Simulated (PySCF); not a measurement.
**The bond of TaCl, level by level**

Aim: find the lowest electronic state of TaCl, scan its bond at several levels of theory, and get bond length, wavenumber and dissociation energy from each curve.

Program: PySCF 2.14.0. Level of theory: Ta def2-TZVPP with ECP60, Cl def2-TZVPP, scalar-relativistic core potentials. These are calculated values, not measurements.

1 further run of the same task is left out (it didn't finish).

### 1 Set-up

Settings of the job:

```
atoms                         : Ta, Cl
charge                        : 0
basis                         : Ta def2-TZVPP with ECP60, Cl def2-TZVPP
Hamiltonian                   : scalar-relativistic core potentials
basis functions               : 98
electrons treated             : 30
masses in u                   : 180.9480, 34.9689
levels                        : PBE0, PBE, r²SCAN, PW91, PBEsol, r²SCANh, BP86, HSE06, HF, MP2, SCS-MP2
grid                          : 80 radial by 434 angular points
occupations                   : held fixed by the projection of orbital angular momentum
dissociation limit            : Ta + Cl, each in its ground configuration
starting distance in angstrom : 2.330
values of 2S to try           : 0, 2, 4, 6
```

Run with:

```console
> OMP_NUM_THREADS=2 python dia.py task.json out
```

After this run come: The PBE0 curve of the state that the search chose; Other states along the same grid; PBE; r²SCAN (meta-GGA); PW91 (GGA); PBEsol; r²SCANh; BP86; HSE06 (range-separated hybrid); UHF.

Before running it: what results should come out? Wanted: for each run, Re; ωe; De; μ.

**Answer**, as computed:

Lowest PBE0 solution found, without spin–orbit coupling: quintet, unpaired electrons σ ↑, π ↑, δ ↑↑. State 2 has its PBE0 minimum 0.15 eV higher, as a spin-mixed determinant (⟨S²⟩ = 2.49), so this is no gap between pure states. State 3 has its PBE0 minimum 0.21 eV higher. State 4 has its PBE0 minimum 0.25 eV higher, as a spin-mixed determinant (⟨S²⟩ = 2.37), so this is no gap between pure states. The other levels ran on the lowest alone.

| level | Re (Å) | ωe (cm⁻¹) | De (eV) | μ (D) |
| --- | --- | --- | --- | --- |
| PBE | 2.291 | 371 | 4.60 | -2.48 |
| PBEsol | 2.269 | 385 | 4.94 | -2.37 |
| PW91 | 2.291 | 372 | 4.63 | -2.48 |
| BP86 | 2.294 | 370 | 4.47 | -2.47 |
| r²SCAN | 2.299 | 371 | 4.75 | -2.84 |
| r²SCANh | 2.299 | 372 | 4.66 | -2.97 |
| PBE0 | 2.292 | 375 | 4.50 | -2.89 |
| HSE06 | 2.295 | 373 | 4.45 | -2.88 |

De is counted to Ta + Cl in their ground configurations. A positive dipole means Ta(−)Cl(+). No constants: UHF (the points don't follow one smooth fit); UHF-MP2 (the points don't follow one smooth fit); UHF-SCS-MP2 (the points don't follow one smooth fit).

The methods spread over 0.030 Å in bond length, from PBEsol to r²SCAN. Of the levels with a De here, HSE06 gives the least (4.45 eV) and PBEsol the most (4.94 eV).

Correlated steps freeze 5 core orbitals. Spin–orbit coupling is left out, which matters for elements this heavy, above all for dissociation energies. The state is the lowest single determinant that the PBE0 search found; with open d or f shells the true ground state can be another one. With spin–orbit coupling the term label itself may not hold.
